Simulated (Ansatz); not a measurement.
# FeSb (P6_3/mmc): equation of state

How stiff is FeSb (P6_3/mmc)? Energies and pressures are computed at volumes on both sides of the relaxed cell and fitted.

The COD entry's cell or inner coordinates are ideal or old and differ from later refinements, so a difference from it is no clean test against experiment.

Program: Ansatz 0.2.0. Level of theory: DFT LDA, scalar-relativistic, plane waves, PAW. These are calculated values, not measurements.

**1. Starting point**

It takes space group Cmcm (No. 63, orthorhombic). Conventional cell: a = 3.904 Å, b = 6.742 Å, c = 4.938 Å, α = 90.00°, β = 90.00°, γ = 90.00°. Around Fe (site symmetry 2/m) lie 2 Fe at 2.47 Å and 6 Sb at 2.57 Å. Around Sb (site symmetry m2m) lie 6 Fe at 2.57 Å.

Coordinates:

```
CELL_PARAMETERS angstrom
-3.90442 0.00000 0.00000
0.00000 0.00000 -4.93807
0.00000 -6.74209 0.00000
ATOMIC_POSITIONS crystal
Fe 0.00000 0.00000 0.00000
Fe 0.00000 0.50000 0.00000
Sb 0.00000 0.75000 0.66629
Sb 0.50000 0.25000 0.83371
Fe 0.50000 0.00000 0.50000
Fe 0.50000 0.50000 0.50000
Sb 0.50000 0.75000 0.16629
Sb 0.00000 0.25000 0.33371
```

An earlier run at LDA left this cell at 16.249 Å³/atom and -0.01 GPa (10×8×6 mesh). The large moments point both ways and cancel.

Volume factors to run: 0.980, 1.020, 0.960, 1.040.

**2. At 0.980 of the relaxed volume**

input.yaml

```yaml
crystal:
  lattice:
    - [-3.8782191586, 0.0, 0.0]
    - [0.0, 0.0, -4.9049290965]
    - [0.0, -6.696844328, 0.0]
  atoms:
    - { symbol: Fe, position: [0.0, 0.0, 0.0], spin: 1.32 }
    - { symbol: Fe, position: [0.0, -0.5, 0.0], spin: 1.32 }
    - { symbol: Sb, position: [0.0, -0.25, -0.3337092536] }
    - { symbol: Sb, position: [-0.5, -0.75, -0.1662877417] }
    - { symbol: Fe, position: [0.5, 0.0, 0.5], spin: -1.32 }
    - { symbol: Fe, position: [0.5, -0.5, 0.5], spin: -1.32 }
    - { symbol: Sb, position: [0.5, -0.25, 0.1662877417] }
    - { symbol: Sb, position: [0.0, -0.75, 0.3337092536] }
basis:
  ecutwfc: 420
  ecutrho_ratio: 4
kpoints:
  mp_grid: { grid: [10, 8, 6] }
hamiltonian:
  xc: lda
scf:
  occupations: { method: gaussian, width: 0.05 }
output:
  forces: true
  stress: true
  eigenvalues: true
  populations: true
magnetization:
  spin_polarized: true
relax:
  f_tol: 0.01
  max_steps: 40
  cell: { stress_tol: 0.1, fix: [volume] }
```

Run with:

```console
ansatz run input.yaml --threads 2 --pin off --max-ram 5120MiB --backend cpu --events-out ev --progress --plain --runs-dir out
```

Further steps of the session: Scaling the volume by 1.020; At 0.960 of the relaxed volume; Scaling the volume by 1.040.

**Question.** What will these runs give? Wanted: V0; B0; B0′; scatter of the fit.

The runs gave:

| quantity | value |
| --- | --- |
| V0 | 16.247 Å³/atom |
| B0 | 145 GPa |
| B0′ | 5.2 |
| scatter of the fit | 0.001 meV/atom |

What this shows: The fitted minimum lies at 16.25 Å³/atom, and the bulk modulus is 145 GPa. One per cent of compression takes about 1.4 GPa. The moment on atom 1 grows from 1.07 to 1.34 μB on expansion. These are values at 0 K without zero-point motion. Spin–orbit coupling is left out, though the cell holds Sb; it can open a gap where p bands cross.
